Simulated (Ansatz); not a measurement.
# SiZr: the cost of one run

The runs use Ansatz 0.2.0, Gaussian basis; def2-QZVPP, core rule «outside noble gas», up to 9 orbitals frozen.

The runs, in order: UHF; ROHF; CCSD(T) on UHF.

## 1. What is computed

The geometry is a PBE0/def2-TZVP stationary point (not a proven minimum). No spin-orbit coupling is included. Elements past krypton take def2 core potentials.

2 atoms, charge 1, spin multiplicity 6.

Atoms are counted from 1 here; the program's logs count them from 0.

Bond lengths: Zr1–Si2 2.522 Å.

## 2. UHF

The input, in.yaml:

```yaml
crystal:
  periodic: [false, false, false]
  atoms:
    - {symbol: Zr, position_ang: [0.000000, 0.000000, 0.000000]}
    - {symbol: Si, position_ang: [0.000000, 0.000000, 2.521600]}
basis:
  gaussian: {orbitals: "def2-QZVPP.json"}
total_charge: 1
magnetization: {spin_polarized: true, initial_magnetization: 5}
hamiltonian: {xc: hf}
output: {orbitals: {seedname: orbitals}}
```

Command:

```bash
ansatz run in.yaml --threads 1 --pin off --events-out ev --progress --plain --max-ram 2560MiB --backend cpu
```

Q: Estimate wall time and peak memory on 1 thread of AMD EPYC 7R13, shared host.

About 17 s, with a peak of 0.36 GiB.
